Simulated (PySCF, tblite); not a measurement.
# C₆H₇Al: geometry, infrared bands and NMR shifts

Wanted: the infrared bands and NMR shifts of C₆H₇Al (`CC#[C][AlH][C]#CC`), by calculation.

Computed with tblite 0.8.0 and PySCF 2.14.0, with density-fitted response routines of our own, on a single molecule in the gas phase. Atoms are numbered from 0 throughout.

**1. The starting structure**

14 atoms, charge 0, multiplicity 1; geometry from: force field or distance geometry start.

Bonds of the start (Å): C0–C1 1.48, C1–C2 1.21, C2–Al3 1.96, Al3–C4 1.95, C4–C5 1.22, C5–C6 1.48, C0–H7 1.11, C0–H8 1.11, C0–H9 1.11, Al3–H10 1.61, C6–H11 1.10, C6–H12 1.08, C6–H13 1.11.

**2. Geometry optimisation with GFN2-xTB**

The job: settings as JSON, then the geometry in Å.

```
{"job": {"kind": "relax", "xc": "GFN2-xTB", "basis": "xTB"}, "charge": 0, "multiplicity": 1}
C      4.027300    -0.778500     0.512800
C      2.739100    -0.042900     0.580800
C      1.695400     0.564100     0.656300
Al     0.022500     1.578600     0.743600
C     -1.665100     0.684700     0.364200
C     -2.727100     0.151900     0.102600
C     -4.028800    -0.478700    -0.193900
H      3.908200    -1.519600    -0.304800
H      4.877000    -0.081700     0.324800
H      4.159800    -1.316400     1.479000
H      0.075000     3.184900     0.768600
H     -4.068500    -1.433500     0.349300
H     -4.146800    -0.694000    -1.244700
H     -4.868700     0.180700     0.119200
```

Command:

```console
OMP_NUM_THREADS=1 python probes_run.py task.json out
```

This one command runs all jobs of the session in turn.

**Question.** This job is followed by: GFN2-xTB harmonic vibrations, gas phase; GIAO PBE0/pcSseg-1 NMR shielding, non-relativistic, gas phase. What will the session give for the following? strongest single infrared mode (GFN2-xTB); zero-point energy (GFN2-xTB); ¹³C shifts against TMS (PBE0/pcSseg-1, means over atoms taken as alike); ¹H shifts against TMS (PBE0/pcSseg-1, means over atoms taken as alike); ²⁷Al shifts against AlH4- (PBE0/pcSseg-1); surface potential, 1st and 99th percentile.

The runs gave:

| quantity | value |
| --- | --- |
| strongest single infrared mode (GFN2-xTB) | 666 cm⁻¹, 634 km/mol |
| zero-point energy (GFN2-xTB) | 61.5 kcal/mol |
| ¹³C shifts against TMS (PBE0/pcSseg-1, means over atoms taken as alike) | 117.2, 95.3, 6.6 ppm |
| ¹H shifts against TMS (PBE0/pcSseg-1, means over atoms taken as alike) | 4.43, 2.11 ppm |
| ²⁷Al shifts against AlH4- (PBE0/pcSseg-1) | 109.3 ppm |
| surface potential, 1st and 99th percentile | -1.03 V and 2.46 V |

Relaxing lowered the energy by 0.192 eV in 46 steps; the close pair that moved most is Al3–H10, from 1.607 to 1.546 Å. All 36 modes are real, so the xTB geometry is a minimum. The strongest single mode, at 666 cm⁻¹, moves mainly H10. Unscaled tight-binding wavenumbers are off by several per cent, some by more. Its intensities can rank the bands wrongly. At PBE0/pcSseg-1: The largest span, 297 ppm, is at C1, C5, where the paramagnetic term is -204 ppm. By nearest atom (PBE0/pcSseg-1), the HOMO sits on 4 C atoms about 22 % each and the LUMO on Al3 46 %; H10 12 %.
